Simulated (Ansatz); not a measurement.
Set up this calculation in Ansatz 0.2.0, as the native input.

| Property | Result |
| --- | --- |
| Task | relaxation of cell and atoms |
| Functional | PBE |
| Potentials or basis | Ansatz PAW earlier set |
| Cutoff | 950 eV |
| Density cutoff | 3800 eV |
| k mesh | 6 × 6 × 6 |
| Occupations | fermi-dirac, width 0.05 eV |
| Spin | collinear spin, ferromagnetic start |
| Starting moments | [0.0, 0.0, 0.0, 0.0, 3.0, 3.0, 3.0, 3.0] μB |

FeGe:

```xyz
8
Lattice="4.6890 0.0000 0.0000 0.0000 4.6890 0.0000 0.0000 0.0000 4.6890" Properties=species:S:1:pos:R:3 pbc="T T T"
Ge    0.7409    1.6036    3.0854
Ge    1.6036    3.0854    0.7409
Ge    3.0854    0.7409    1.6036
Ge    3.9481    3.9481    3.9481
Fe    4.0560    2.9775    1.7115
Fe    2.9775    1.7115    4.0560
Fe    1.7115    4.0560    2.9775
Fe    0.6330    0.6330    0.6330
```

One way to write it, as run:

input.yaml

```yaml
crystal:
  lattice:
    - [4.689, 0.0, 0.0]
    - [0.0, 4.689, 0.0]
    - [0.0, 0.0, 4.689]
  atoms:
    - { symbol: Ge, position: [0.158, 0.342, 0.658] }
    - { symbol: Ge, position: [0.342, 0.658, 0.158] }
    - { symbol: Ge, position: [0.658, 0.158, 0.342] }
    - { symbol: Ge, position: [0.842, 0.842, 0.842] }
    - { symbol: Fe, position: [0.865, 0.635, 0.365], spin: 3.0 }
    - { symbol: Fe, position: [0.635, 0.365, 0.865], spin: 3.0 }
    - { symbol: Fe, position: [0.365, 0.865, 0.635], spin: 3.0 }
    - { symbol: Fe, position: [0.135, 0.135, 0.135], spin: 3.0 }
hamiltonian:
  xc: pbe
  pseudopotentials: { kind: paw, level: accurate }
magnetization:
  spin_polarized: true
kpoints:
  mp_grid: { grid: [6, 6, 6] }
scf:
  occupations: { method: fermi_dirac, width: 0.05 }
output:
  forces: true
  stress: true
  eigenvalues: true
relax:
  f_tol: 0.01
  max_steps: 40
  cell: { stress_tol: 0.05 }
```

Potentials or basis: Ansatz PAW earlier set.

The run is started by

```sh
$ ansatz run input.yaml --threads 4 --pin off --max-ram 11264MiB --backend cpu --events-out ev --progress --plain --runs-dir out
```

It gave:

* Relaxed volume: 12.68 Å³/atom
* Relaxed cell: a = 4.663 Å, b = 4.663 Å, c = 4.663 Å, α = 90.00°, β = 90.00°, γ = 90.00°
* Space group after relaxing (to 0.05 Å): P2_13 (No. 198)
* Energy gained by relaxing: 1.8 meV/atom
* Ionic steps: 4
* Pressure after relaxing: 0.0 GPa
* Largest force after relaxing: 0.012 eV/Å
* Band gap on the k mesh: none (metal or under the smearing width)
* Net moment: 4.17 μB per cell
* Absolute moment: 5.20 μB per cell
* Site moments: Ge -0.05; Fe +1.15 μB

Caveat: the plane-wave basis is chosen anew once the cell has moved, so the energies of steps on either side of that aren't comparable.

Wall time 3.1 min on 4 threads of Arm Neoverse V2 (shared host), peak memory 1.6 GiB.
